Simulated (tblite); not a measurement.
# C7H19AlN2: the cost of one run

Computed with tblite 0.8.0 and PySCF 2.14.0, with density-fitted response routines of our own, on a single molecule in the gas phase. Atoms are numbered from 0 throughout.

## 1. The starting structure

29 atoms, charge 0, multiplicity 1; geometry from: force field or distance geometry start.

Bonds of the start (Å): C0–N1 1.45, N1–C2 1.45, N1–C3 1.44, N1–Al4 1.89, Al4–N5 1.90, N5–C6 1.47, C6–C7 1.51, C7–C8 1.51, C8–C9 1.53, C9–N5 1.45, C0–H10 1.12, C0–H11 1.11, C0–H12 1.12, C2–H13 1.12, C2–H14 1.13, C2–H15 1.12, C3–H16 1.10, C3–H17 1.12, C3–H18 1.13, Al4–H19 1.59, Al4–H20 1.62, C6–H21 1.11, C6–H22 1.10, C7–H23 1.09, C7–H24 1.11, C8–H25 1.10, C8–H26 1.12, C9–H27 1.12, C9–H28 1.11.

## 2. Geometry optimisation with GFN2-xTB

What the job is given:

```
{"job": {"kind": "relax", "xc": "GFN2-xTB", "basis": "xTB"}, "charge": 0, "multiplicity": 1}
C     -2.995300    -0.458100    -0.976500
N     -1.980300    -0.316300     0.042600
C     -2.406500     0.715700     0.960800
C     -1.967300    -1.549900     0.784600
Al    -0.344800     0.072400    -0.811500
N      1.058300     0.542800     0.386400
C      2.014900     1.319500    -0.408600
C      3.350500     1.238800     0.298100
C      3.289800    -0.135800     0.917500
C      1.832100    -0.599500     0.825400
H     -3.089900     0.505800    -1.532500
H     -2.762000    -1.266000    -1.703200
H     -4.004500    -0.658800    -0.545000
H     -1.995900     1.708800     0.642200
H     -3.527800     0.844200     0.890500
H     -2.135900     0.468100     2.022800
H     -1.252500    -2.302900     0.416000
H     -2.987100    -2.008200     0.665000
H     -1.821500    -1.411300     1.892700
H      0.045300    -1.156200    -1.750500
H     -0.586400     1.378100    -1.733400
H      2.096800     0.773500    -1.374900
H      1.677700     2.351600    -0.584100
H      3.520800     2.044400     1.006000
H      4.127400     1.260900    -0.495300
H      3.939200    -0.817600     0.353100
H      3.546100    -0.125400     2.003800
H      1.539000    -0.941900     1.848900
H      1.799800    -1.448900     0.115700
```

Command:

```console
$ OMP_NUM_THREADS=1 python probes_run.py task.json out
```

The driver reads the jobs from task.json and runs them one after another.

Q: Estimate the wall time and peak memory of this first job on 1 thread of Intel Xeon Platinum 8259CL at 2.50GHz, shared host.

About 4.5 s, with a peak of 0.19 GiB.
